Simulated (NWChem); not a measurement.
# C2H5N (N-methylmethanimine) at PBE0/SBKJC-VDZ (core potential)

What is the electronic atomisation energy of C2H5N (N-methylmethanimine) at PBE0/SBKJC-VDZ (core potential)? 

Program for the calculation: NWChem 7.3.0.

2 further runs of the same task are left out: 1 that didn't finish, 1 set aside as unsound or not needed.

### 1 The structure to begin with

C2H5N has 8 atoms, charge 0, and is taken as a singlet. SMILES: `C=NC`. Geometry: relaxed at PBE0-D4/def2-TZVP.

Bond lengths: C1–N2 1.257 Å, N2–C3 1.439 Å, C1–H4 1.100 Å, C1–H5 1.090 Å, C3–H6 1.100 Å, C3–H7 1.093 Å, C3–H8 1.093 Å. Angles: C1–N2–C3 117.9°, N2–C1–H4 123.2°, N2–C1–H5 119.4°, N2–C3–H6 113.7°, N2–C3–H7 109.0°, N2–C3–H8 109.1°, H4–C1–H5 117.3°, H6–C3–H7 109.1°, H6–C3–H8 109.1°, H7–C3–H8 106.7°.

### 2 The energy at PBE0/SBKJC-VDZ (core potential) (run 1)

Input file run.nw:

```
start run
title "C2H5N PBE0"
memory total 2200 mb
geometry noautosym nocenter noautoz
C       -0.710300       0.748600      -0.789300
N        0.446000       0.313400      -0.558400
C        0.623700      -0.564000       0.568100
H       -1.585200       0.492200      -0.173900
H       -0.872600       1.413800      -1.636900
H       -0.302900      -0.759200       1.127700
H        1.036200      -1.514100       0.218000
H        1.365100      -0.130600       1.244700
end
basis spherical bse
* library SBKJC-VDZ
end
ecp bse
C library SBKJC-VDZ
N library SBKJC-VDZ
end
dft
xc pbe0
grid fine
convergence energy 1e-08
iterations 100
mulliken
print low
end
task dft energy
```

Command:

```
nwchem run.nw > run.out
```

Standard output:

```text
[...]
 d= 0,ls=0.0,diis     1    -24.0658335075 -6.54D+01  3.20D-02  2.22D-01     0.8
[...]
 d= 0,ls=0.0,diis    10    -24.1049672138 -4.87D-10  3.32D-07  5.19D-11     5.2
         Total DFT energy =      -24.104967213753
      One electron energy =     -117.262005648657
           Coulomb energy =       59.573240691166
    Exchange-Corr. energy =       -7.758495826883
 Nuclear repulsion energy =       41.342293570621
[...]
      Total Density - Mulliken Population Analysis
     ---------------------------------------------
    Atom       Charge   Shell Charges
 -----------   ------   -------------------------------------------------------
    1 C    4     4.57   1.15  2.60  0.27  0.54
    2 N    5     4.77   1.26  2.94  0.12  0.45
    3 C    4     4.55   1.13  2.72  0.21  0.49
    4 H    1     0.85   0.46  0.40
    5 H    1     0.80   0.46  0.34
    6 H    1     0.86   0.46  0.40
    7 H    1     0.81   0.45  0.35
    8 H    1     0.80   0.45  0.35
[...]
```

It took 6 s on 1 thread of Intel Xeon Platinum 8259CL at 2.50GHz (Skylake/Cascade Lake), shared host; peak memory 0.12 GiB.

### 3 The C atom, same level (run 2)

Input file mol.nw:

```
echo
start mol
memory stack 880 mb heap 220 mb global 1100 mb
geometry noautosym nocenter noautoz
  C      0.000000     0.000000     0.000000
end
basis spherical bse
  * library SBKJC-VDZ
end
ecp bse
  C library SBKJC-VDZ
end
dft
  xc pbe0
  mult 3
  grid fine
  convergence energy 1e-08
  iterations 100
  mulliken
  noprint "final vectors analysis"
end
task dft
```

Command:

```
nwchem mol.nw > mol.out
```

Standard output:

```text
[...]
          Wavefunction type:  spin polarized.
          No. of atoms     :     1
          No. of electrons :     4
[...]
          Charge           :     0
          Spin multiplicity:     3
[...]
          AO basis - number of functions:     8
[...]
              XC Information
              --------------
                         PBE0 Method XC Functional
                     Hartree-Fock (Exact) Exchange  0.250
          PerdewBurkeErnzerhof Exchange Functional  0.750
            Perdew 1991 LDA Correlation Functional  1.000 local
           PerdewBurkeErnz. Correlation Functional  1.000 non-local
[...]
 d= 0,ls=0.0,diis     1     -5.3603977448 -5.36D+00  5.79D-02  5.07D-02     0.1
[...]
  Singularity in Pulay matrix. Error and Fock matrices removed.
 d= 0,ls=0.0,diis     5     -5.3958782070 -2.02D-08  2.03D-06  1.11D-10     0.2
[...]
 d= 0,ls=0.0,diis     6     -5.3958782071 -7.00D-11  2.11D-07  1.05D-13     0.2
[...]
         Total DFT energy =       -5.395878207071
      One electron energy =       -8.330463836182
           Coulomb energy =        4.440772804407
    Exchange-Corr. energy =       -1.506187175296
 Nuclear repulsion energy =        0.000000000000
[...]
      Total Density - Mulliken Population Analysis
     ---------------------------------------------
    Atom       Charge   Shell Charges
 -----------   ------   -------------------------------------------------------
    1 C    4     4.00   1.45  1.53  0.55  0.47
     --------------------------------------------
      Spin Density - Mulliken Population Analysis
     --------------------------------------------
    Atom       Charge   Shell Charges
 -----------   ------   -------------------------------------------------------
    1 C    4     2.00   0.03  1.53 -0.03  0.47
[...]
      <S2> =      2.0004 (Exact =     2.0000)
[...]
```

It took 0.78 s on 1 thread of Intel Xeon Platinum 8259CL at 2.50GHz (Skylake/Cascade Lake), shared host; peak memory 0.1 GiB.

Run 3 isn't shown in full; the table further down has it.

### 4 The N atom, same level (run 4)

Input file geom.nw:

```
START geom
memory stack 880 mb heap 220 mb global 1100 mb
charge 0

GEOMETRY units angstrom noautosym nocenter noautoz
  N        0.000000       0.000000       0.000000
END

BASIS spherical bse
  N library SBKJC-VDZ
END

ECP bse
  N library SBKJC-VDZ
END

DFT
  xc pbe0
  mult 4
  grid fine
  convergence energy 1e-08
  maxiter 100
  mulliken
  print low
END

TASK dft energy
```

Run the same way, it converges to -9.74200 Eh (log not shown).

### 5 Overview of the runs

| run | level | core potential | partner | energy (Eh) | wall time |
| --- | --- | --- | --- | --- | --- |
| 1 | PBE0/SBKJC-VDZ (core potential) | SBKJC-VDZ | base | -24.104967 | 6 s |
| 2 | UPBE0/SBKJC-VDZ (core potential) | SBKJC-VDZ | atoms | -5.395878 | 0.78 s |
| 3 | UPBE0/SBKJC-VDZ | – | atoms | -0.496402 | 0.64 s |
| 4 | UPBE0/SBKJC-VDZ (core potential) | SBKJC-VDZ | atoms | -9.741996 | 0.78 s |

### 6 What came out

At PBE0/SBKJC-VDZ (core potential):

```
                     quantity        value
         N atom: total energy  -9.74200 Eh
                 N atom: ⟨S²⟩        3.751
electronic atomisation energy    29.639 eV
```

What this shows: Taking the molecule apart into free atoms costs 29.64 eV (2860 kJ/mol), before zero-point energy and without spin-orbit coupling. The basis has no polarisation functions, which makes bonds too weak. All runs together took 8.2 s, the longest 6 s.
